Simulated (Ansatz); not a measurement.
# CH8OSiSn: the cost of one run

All numbers below are computed with Ansatz 0.2.0 (RKS PBE-D4/def2-SVP).

### 1 The system as given

Bond lengths: C1–Si2 1.822 Å, Si2–O3 1.689 Å, O3–Sn4 2.016 Å, C1–H5 1.114 Å, C1–H6 1.128 Å, C1–H7 1.142 Å, Si2–H8 1.444 Å, Si2–H9 1.505 Å, Sn4–H10 1.725 Å, Sn4–H11 1.799 Å, Sn4–H12 1.704 Å. Angles (14 of 19 angles, heavy atoms first): C1–Si2–O3 108.6°, Si2–O3–Sn4 108.9°, C1–Si2–H8 110.2°, C1–Si2–H9 109.2°, O3–Si2–H8 110.2°, O3–Si2–H9 108.0°, Si2–C1–H5 113.4°, Si2–C1–H6 112.9°, Si2–C1–H7 109.8°, O3–Sn4–H10 108.1°, O3–Sn4–H11 105.2°, O3–Sn4–H12 111.1°, H8–Si2–H9 110.6°, H5–C1–H6 110.0°.

As a file:

```xyz
12

C    -0.9523    1.4649   -0.0510
Si   -0.8402   -0.1178    0.8442
O     0.7855   -0.4360    1.1724
Sn    1.6588   -1.1549   -0.4969
H    -0.4947    1.4333   -1.0658
H    -0.5319    2.3324    0.5355
H    -2.0485    1.7413   -0.2110
H    -1.4058   -1.1820    0.0496
H    -1.5648    0.0033    2.1579
H     1.6153    0.0819   -1.6987
H     0.6147   -2.5209   -1.0262
H     3.2408   -1.7006   -0.1760
```

### 2 Relaxing end A

The input, input.yaml:

```yaml
crystal:
  periodic: [false, false, false]
  atoms:
    - { symbol: C, position_ang: [-0.9523, 1.4649, -0.051] }
    - { symbol: Si, position_ang: [-0.8402, -0.1178, 0.8442] }
    - { symbol: O, position_ang: [0.7855, -0.436, 1.1724] }
    - { symbol: Sn, position_ang: [1.6588, -1.1549, -0.4969] }
    - { symbol: H, position_ang: [-0.4947, 1.4333, -1.0658] }
    - { symbol: H, position_ang: [-0.5319, 2.3324, 0.5355] }
    - { symbol: H, position_ang: [-2.0485, 1.7413, -0.211] }
    - { symbol: H, position_ang: [-1.4058, -1.182, 0.0496] }
    - { symbol: H, position_ang: [-1.5648, 0.0033, 2.1579] }
    - { symbol: H, position_ang: [1.6153, 0.0819, -1.6987] }
    - { symbol: H, position_ang: [0.6147, -2.5209, -1.0262] }
    - { symbol: H, position_ang: [3.2408, -1.7006, -0.176] }
basis:
  gaussian: { orbitals: def2-SVP }
hamiltonian:
  xc: pbe
  dispersion: d4
relax:
  f_tol: 0.02
  max_steps: 50
```

On the command line:

```sh
ansatz run input.yaml --threads 2 --pin off --max-ram 3072MiB --backend cpu --events-out ev --progress --plain --runs-dir out
```

Q: Estimate wall time and peak memory on 2 threads of Arm Neoverse V1, shared host.

About 17 s, with a peak of 0.16 GiB.
